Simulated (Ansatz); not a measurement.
# Ti3Ag (Pm-3m) in Ansatz: reference runs

Aim: a first look at Ti3Ag with PBEsol, on the cell as given and on a disturbed one.

Everything below comes from runs of Ansatz 0.2.0. Logs are shortened: lines on timing, memory, paths and dates and some standing lists are left out, and cuts for length are marked.

**1. The structure**

It takes space group Pm-3m (No. 221, cubic). Conventional cell: a = 4.099 Å, b = 4.099 Å, c = 4.099 Å, α = 90.00°, β = 90.00°, γ = 90.00°. Ag (site symmetry m-3m) is surrounded by 12 Ti at 2.90 Å. Ti (site symmetry 4/mmm) has 4 Ag at 2.90 Å and 8 Ti at 2.90 Å as nearest neighbours.

The cell comes from a database or a generator and needn't be the stable form of this composition.

**2. Single point, PBEsol**

input.yaml

```yaml
crystal:
  lattice:
    - [4.098807, 0.0, 0.0]
    - [0.0, 4.098807, 0.0]
    - [0.0, 0.0, 4.098807]
  atoms:
    - { symbol: Ag, position: [0.0, 0.0, 0.0] }
    - { symbol: Ti, position: [0.0, 0.5, 0.5] }
    - { symbol: Ti, position: [0.5, 0.0, 0.5] }
    - { symbol: Ti, position: [0.5, 0.5, 0.0] }
kpoints:
  mp_grid: { grid: [7, 7, 7] }
scf:
  occupations: { method: fermi_dirac, width: 0.05 }
hamiltonian:
  xc: pbesol
  pseudopotentials: { kind: all_electron, lapw: { basis_error: 0.001 } }
output:
  forces: true
  stress: true
  eigenvalues: true
  populations: true
```

Potentials or basis: all-electron LAPW, scalar-relativistic.

Launch:

```sh
ansatz run input.yaml --threads 2 --pin off --max-ram 8192MiB --backend cpu --events-out ev --progress --plain --runs-dir out
```

Output:

```text
Warning: RAYON_NUM_THREADS=2 ignored (pool sized by the plan → 2); use --threads N
Ag: projections on atomic orbitals take those of the free atom 1s2 2s2 2p6 3s2 3p6 3d10 4s2 4p6 4d10 5s1, of charge +0.00 (hamiltonian.pseudopotentials.projection_atoms)
Ti: projections on atomic orbitals take those of the free atom 1s2 2s2 2p6 3s2 3p6 3d2 4s2, of charge +0.00 (hamiltonian.pseudopotentials.projection_atoms)
LAPW: plane waves up to 7.735 Å⁻¹, error target 1.0e-3 eV per atom; small_component_spin mean_spin; Ti in spheres of 1.420 Å, 12 of its electrons in bands, Dirac shells []; Ag in spheres of 1.478 Å, 19 of its electrons in bands, Dirac shells [] (how accurate: hamiltonian.pseudopotentials.lapw.basis_error, Limitations)
Engine: ansatz 0.2.0, aarch64-unknown-linux-gnu
Pseudopotentials: kind: all_electron
Pseudopotential: Ag, LAPW, valence charge 19, lapw/all_electron/scalar/gaussian/Ag, Koelling and Harmon's equation, gaussian nucleus
Pseudopotential: Ti, LAPW, valence charge 12, lapw/all_electron/scalar/gaussian/Ti, Koelling and Harmon's equation, gaussian nucleus
Functional definition: PBEsol
  exchange = pbesol_x
  correlation = pbesol_c
Crystal: 4 atoms, lattice volume = 68.861 Å³
Basis set: ecut = 227.93084691198226 eV, 515 PW (Γ), exchange–correlation at level 2
Bands: 33, of which v1, the nominal top of the filled ones, is band 28 counted from 1 (27 counted from 0)
Symmetry: 48 space group operations
Space group: Pm-3m (ITA 221), of the structure as read, at distance tolerance 4.1e-5 Å
k-points: 20 of 343
Non-local potential: Ag, projectors of the file, none
Non-local potential: Ti, projectors of the file, none
Initial density: superposition of atomic densities (chi_scale 0.1, normalization cell, long waves kept (reshape's long-wave potential 0.00 eV rms))
Initial wavefunctions: plane waves of lowest kinetic energy (no species holds an atomic orbital)
Functional: x = pbesol(κ = 0.804, μ = 0.12345679012345678), c = pbesol(β = 0.046)
iter 1 solved again at ethr=8.42e-3 eV; its pass at ethr=1.00e-1 eV (dr2=4.63e0 eV) is discarded
SCF iter   1: F=—  HF=-214213.407106 eV  |F-HF|=—  |Δ(HF+E_count)|=         —  Δρ=5.21e-2  dr2=4.64e0  ethr=8.42e-3  ⟨swp⟩=2.0  Hψ=5000  notcnv=0
preconditioner: auto → Kerker (q_TF=auto, 2.628 Å⁻¹)  [metal: Δε(μ)=0.052 eV  Ē_g=3.392 eV  σ=0.050 eV  W_gap=0.25  n_scr=18 (ndim 8)  ℏωp=21.5 eV  f_vac=0.000  D(μ)=5.31/eV (n_scr^D=56)]
SCF iter   2: F=—  HF=-214214.376228 eV  |F-HF|=—  |Δ(HF+E_count)|=   9.69e-1  Δρ=3.26e-2  dr2=1.46e0  ethr=8.42e-3  ⟨swp⟩=3.0  Hψ=2308  notcnv=0
iter 3 solved again at ethr=1.84e-4 eV; its pass at ethr=2.65e-3 eV (dr2=1.01e-1 eV) is discarded
SCF iter   3: F=—  HF=-214210.582083 eV  |F-HF|=—  |Δ(HF+E_count)|=    3.79e0  Δρ=1.03e-2  dr2=1.01e-1  ethr=1.84e-4  ⟨swp⟩=2.0  Hψ=3683  notcnv=0
SCF iter   4: F=—  HF=-214210.489846 eV  |F-HF|=—  |Δ(HF+E_count)|=         —  Δρ=7.48e-3  dr2=1.04e-1  ethr=1.84e-4  ⟨swp⟩=3.0  Hψ=2270  notcnv=0
the basis was enlarged: its passes take 432.5 KiB over the memory plan, 2 of 2 planned eigensolver slots
SCF iter   5: F=—  HF=-214210.454177 eV  |F-HF|=—  |Δ(HF+E_count)|=   3.57e-2  Δρ=1.96e-3  dr2=5.76e-3  ethr=1.84e-4  ⟨swp⟩=2.1  Hψ=2128  notcnv=0
SCF iter   6: F=—  HF=-214210.453131 eV  |F-HF|=—  |Δ(HF+E_count)|=   1.05e-3  Δρ=7.59e-4  dr2=1.24e-3  ethr=1.05e-5  ⟨swp⟩=3.0  Hψ=2119  notcnv=0
SCF iter   7: F=—  HF=-214210.452743 eV  |F-HF|=—  |Δ(HF+E_count)|=   3.88e-4  Δρ=2.60e-4  dr2=9.28e-5  ethr=2.25e-6  ⟨swp⟩=2.0  Hψ=2095  notcnv=0
SCF iter   8: F=—  HF=-214210.452689 eV  |F-HF|=—  |Δ(HF+E_count)|=   5.39e-5  Δρ=9.99e-5  dr2=8.40e-6  ethr=1.69e-7  ⟨swp⟩=2.5  Hψ=2104  notcnv=0
SCF iter   9: F=—  HF=-214210.452689 eV  |F-HF|=—  |Δ(HF+E_count)|=   7.45e-8  Δρ=3.70e-5  dr2=2.24e-6  ethr=1.53e-8  ⟨swp⟩=2.0  Hψ=2092  notcnv=0
SCF iter  10: F=—  HF=-214210.452688 eV  |F-HF|=—  |Δ(HF+E_count)|=   9.44e-7  Δρ=1.43e-5  dr2=3.38e-7  ethr=4.07e-9  ⟨swp⟩=2.0  Hψ=2092  notcnv=0
SCF iter  11: F=-214210.452688 eV  HF=-214210.452688 eV  |F-HF|=8.47e-9  |Δ(HF+E_count)|=   1.34e-7  Δρ=1.82e-6  dr2=2.66e-9  ethr=6.15e-10  ⟨swp⟩=2.0  Hψ=2093  notcnv=0
SCF 1 converged in 11 iterations: F = -214210.452688 eV  dr2 = 2.66e-9
SCF converged after 11 iterations
Free energy (F): -214210.452688 eV
Harris-Foulkes:  -214210.452688 eV  (|F-HF|=8.47e-9)
Internal energy: -214210.387358 eV  (E = F + TS)
E sigma→0 (E₀):  -214210.420023 eV
Entropy (-TS):   -0.065329 eV (-16.332 meV/atom)
Fermi energy:    14.907173 eV
--- Per-component energies (eV) ---
  E_band       = -698.976113
  E_kinetic    = 221443.850295
  E_xc         = -7360.533155
  E_electrostatic = -428293.704499  (all electrons and nuclei)
  E_smearing   = -0.065329  (= −TS)
  E_closure    = 0.000000  (closes the sum)
  E_atoms      = -214185.774463  (free atoms, spherical and without spin; not in F)
  Σ components = -214210.452688   (vs F -214210.452688, Δ=0.00e0)
  Basis errors (estimates in eV, not in F): energy 1.5e-4 per atom: plane waves 1.1e-4 (5.9e-5 summed), levels above the bands 9.0e-19, relativity 1.1e-8, radial functions 3.6e-5, core shells 2.5e-7; eigenvalues (radial functions only) 1.0e-6; not estimated: angular momenta, meshes, grids; target (lapw.basis_error) 1.0e-3; muffin-tin radii Ti 1.420 Å, Ag 1.478 Å
--- Forces (eV/Å), atoms counted from 1 ---
  atom   1  Ag    -0.00000000     0.00000000     0.00000000
  atom   2  Ti    -0.00000000     0.00000000     0.00000000
  atom   3  Ti    -0.00000000     0.00000000    -0.00000000
  atom   4  Ti    -0.00000000    -0.00000000    -0.00000000
  max |Σ_I F_I| component: 2.91e-30 eV/Å
--- Stress (GPa, compression-positive) ---
       -5.231885       0.000000       0.000000
        0.000000      -5.231885       0.000000
        0.000000       0.000000      -5.231885
  P = ⅓ Tr σ = -5.2319 GPa (-52.319 kbar)
--- Band table (eV; the first three rows and the last of 20) ---
  k-point 0: bands = ["-77.5152", "-41.5831", "-41.4548", "-41.4548", "-40.9679", "-40.9679", "-40.9679", "-18.1081", "-18.1081", "-18.1081", "-17.8591", "-17.8591", "-17.8591", "-17.6288", "-17.6288", "-17.6288", "8.2402", "9.4121", "9.4121", "9.7950", "9.7950", "9.7950", "12.1122", "14.3962", "14.3962", "14.3962", "14.8509", "14.8509", "17.1897", "17.1897", "17.1897", "17.3345", "17.3345"]
  k-point 1: bands = ["-77.5152", "-41.5782", "-41.4608", "-41.4547", "-40.9679", "-40.9679", "-40.9669", "-18.0953", "-18.0953", "-18.0892", "-17.8636", "-17.8636", "-17.8611", "-17.6530", "-17.6380", "-17.6380", "8.4548", "9.4644", "9.5001", "9.8158", "9.8334", "9.8334", "12.2197", "14.3810", "14.4210", "14.4210", "14.5320", "14.9554", "16.3912", "16.3912", "16.8495", "17.1353", "17.6912"]
  k-point 2: bands = ["-77.5152", "-41.5649", "-41.4766", "-41.4546", "-40.9679", "-40.9679", "-40.9645", "-18.0619", "-18.0619", "-18.0367", "-17.8775", "-17.8775", "-17.8654", "-17.7174", "-17.6593", "-17.6593", "9.0283", "9.5839", "9.7669", "9.8636", "9.9251", "9.9251", "12.3783", "13.6402", "14.3448", "14.4214", "14.4214", "15.2599", "15.8173", "15.8173", "16.2315", "17.0170", "17.2110"]
  k-point 19: bands = ["-77.5152", "-41.5015", "-41.4947", "-41.4947", "-40.9684", "-40.9684", "-40.9680", "-18.1911", "-18.0995", "-18.0973", "-18.0973", "-17.7172", "-17.7172", "-17.7130", "-17.6110", "-17.6110", "9.5611", "9.5699", "9.5699", "10.2773", "10.2773", "11.3500", "13.5083", "13.8981", "13.8981", "14.8962", "14.9386", "14.9386", "15.3916", "15.6105", "15.6105", "15.7187", "17.1856"]
--- Löwdin populations: 4 sites ---
  site symbol       q [e]
     0     Ag     46.6703
     1     Ti     21.8961
     2     Ti     21.8961
     3     Ti     21.8961
  spilling = 0.005677 (of n_electrons = 113.000000)
```

It took 9.1 s on 2 threads of Arm Neoverse V1, shared host; peak memory 0.39 GiB.

Results:

| Quantity | Value |
| --- | --- |
| Free energy | -214210.4527 eV |
| Pressure | -5.2 GPa |
| Band gap on the k mesh | none (metal or under the smearing width) |

Levels at points of the mesh, in eV from the Fermi level:
```csv
k point,band 24,band 25,band 26,band 27,band 28,band 29,band 30,band 31
"(0.00, 0.00, 0.00)",-0.51,-0.51,-0.51,-0.06,-0.06,2.28,2.28,2.28
```

**3. Single point, PBEsol (atoms moved at random, drawn with an rms of 0.05 Å)**

Edit input.yaml of step 2 so:

```diff
@@ -6,6 +6,6 @@
   atoms:
-    - { symbol: Ag, position: [0.0, 0.0, 0.0] }
-    - { symbol: Ti, position: [0.0, 0.5, 0.5] }
-    - { symbol: Ti, position: [0.5, 0.0, 0.5] }
-    - { symbol: Ti, position: [0.5, 0.5, 0.0] }
+    - { symbol: Ag, position: [-0.006517, 0.000767, 0.003462] }
+    - { symbol: Ti, position: [0.012769, 0.507025, 0.497021] }
+    - { symbol: Ti, position: [0.50811, 0.003615, 0.495176] }
+    - { symbol: Ti, position: [0.488281, 0.490629, -0.003753] }
 kpoints:
```

Potentials or basis: all-electron LAPW, scalar-relativistic.

Launch:

```sh
ansatz run input.yaml --threads 2 --pin off --max-ram 8192MiB --backend cpu --events-out ev --progress --plain --runs-dir out
```

Output:

```text
Warning: RAYON_NUM_THREADS=2 ignored (pool sized by the plan → 2); use --threads N
Ag: projections on atomic orbitals take those of the free atom 1s2 2s2 2p6 3s2 3p6 3d10 4s2 4p6 4d10 5s1, of charge +0.00 (hamiltonian.pseudopotentials.projection_atoms)
Ti: projections on atomic orbitals take those of the free atom 1s2 2s2 2p6 3s2 3p6 3d2 4s2, of charge +0.00 (hamiltonian.pseudopotentials.projection_atoms)
LAPW: plane waves up to 7.919 Å⁻¹, error target 1.0e-3 eV per atom; small_component_spin mean_spin; Ti in spheres of 1.384 Å, 12 of its electrons in bands, Dirac shells []; Ag in spheres of 1.448 Å, 19 of its electrons in bands, Dirac shells [] (how accurate: hamiltonian.pseudopotentials.lapw.basis_error, Limitations)
[... 3 set-up lines as earlier in the session ...]
[... 64 lines left out ...]
  k-point 1: bands = ["-77.5244", "-41.5747", "-41.4549", "-41.4501", "-40.9782", "-40.9767", "-40.9754", "-18.0954", "-18.0914", "-18.0880", "-17.8740", "-17.8559", "-17.8457", "-17.6500", "-17.6342", "-17.6272", "8.4563", "9.4570", "9.4925", "9.8050", "9.8259", "9.8295", "12.2240", "14.3436", "14.4137", "14.4630", "14.5381", "14.9588", "16.3683", "16.3953", "16.8542", "17.1194", "17.5682"]
  k-point 2: bands = ["-77.5244", "-41.5613", "-41.4701", "-41.4506", "-40.9780", "-40.9766", "-40.9732", "-18.0631", "-18.0583", "-18.0384", "-17.8971", "-17.8691", "-17.8393", "-17.7140", "-17.6557", "-17.6467", "9.0292", "9.5754", "9.7576", "9.8526", "9.9175", "9.9189", "12.3793", "13.6362", "14.2938", "14.4201", "14.4734", "15.2666", "15.7971", "15.8331", "16.2404", "16.9437", "17.1502"]
  k-point 171: bands = ["-77.5244", "-41.5382", "-41.4890", "-41.4563", "-40.9777", "-40.9757", "-40.9726", "-18.0681", "-18.0030", "-17.9888", "-17.9421", "-17.8708", "-17.8230", "-17.7945", "-17.6638", "-17.6516", "9.7060", "9.7877", "9.8725", "9.9274", "9.9733", "10.7552", "11.8944", "13.4896", "13.8489", "14.4093", "14.5008", "15.1941", "15.4268", "15.6153", "15.8705", "16.6797", "16.9578"]
--- Löwdin populations: 4 sites ---
  site symbol       q [e]
     0     Ag     46.6695
     1     Ti     21.8973
     2     Ti     21.8954
     3     Ti     21.8989
  spilling = 0.005654 (of n_electrons = 113.000000)
```

Wall time 2.3 min (2 threads of Arm Neoverse V1, shared host); peak memory 0.89 GiB.

Results:

| Property | Result |
| --- | --- |
| Free energy | -214210.4266 eV |
| Pressure | -5.1 GPa |
| Largest force | 0.337 eV/Å |
| Band gap on the k mesh | none (metal or under the smearing width) |

Forces on the atoms (eV/Å):
```
Ag   0.128 -0.040 -0.174
Ti  -0.317 -0.070  0.067
Ti  -0.075 -0.100  0.100
Ti   0.264  0.210  0.007
```
